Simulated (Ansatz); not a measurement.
# BeH2: a single-point run

The task is a single-point run on BeH2. The structure is shown as the input types it. The cell is built on a prototype (fluorite) and needn't be the phase found in nature.

Program: Ansatz 0.2.0. Level of theory: density functional or hybrid calculation with the settings of its input, plane waves (as first typed). These are calculated values, not measurements.

2 further runs of the same task are left out: 2 that didn't finish.

## Step 1: Starting point

It takes space group Fm-3m (No. 225, cubic). Conventional cell: a = 3.950 Å, b = 3.950 Å, c = 3.950 Å, α = 90.00°, β = 90.00°, γ = 90.00°. Be (site symmetry m-3m) has 8 H at 1.71 Å as nearest neighbours. H (site symmetry -43m) is surrounded by 4 Be at 1.71 Å.

As a file:

```xyz
3
Lattice="0.0000 1.9749 1.9749 1.9749 0.0000 1.9749 1.9749 1.9749 0.0000" Properties=species:S:1:pos:R:3 pbc="T T T"
Be    0.0000    0.0000    0.0000
H     0.9875    0.9875    0.9875
H     2.9624    2.9624    2.9624
```

## Step 2: The calculation

input.yaml

```yaml
crystal:
  lattice:
    - [0.0, 1.9749473532, 1.9749473532]
    - [1.9749473532, 0.0, 1.9749473532]
    - [1.9749473532, 1.9749473532, 0.0]
  atoms:
    - { symbol: Be, position: [0.0, 0.0, 0.0] }
    - { symbol: H, position: [0.25, 0.25, 0.25] }
    - { symbol: H, position: [0.75, 0.75, 0.75] }
kpoints:
  mp_grid: { grid: [2, 4, 6] }
hamiltonian:
  xc: hse06
scf:
  occupations: { method: fermi_dirac, width: 0.02 }
  n_extra_bands: 4
output:
  forces: true
  stress: true
  eigenvalues: true
```

The run is started by

```sh
> ansatz run input.yaml --threads 4 --pin off --max-ram 3686MiB --backend cpu --events-out ev --progress --plain --runs-dir out
```

What happens when this is run?

This run ends as converged, with warnings (filled band counts differ across k points, stress exchange threshold loose, stress scf threshold loose). Its log warns: «crystal.symmetry: narrowed to the stabiliser of the k-point mesh — unitary ops 48 → 4; excluded 44 operations that carry a point of the 2×4×6 mesh (shift [0, 0 ...»

The suspect setting: kpoints.mp_grid.grid is [2, 4, 6]. Unequal divisions along equivalent axes break the crystal's symmetry in the sampling.

To check: set kpoints.mp_grid.grid to [6, 6, 6].
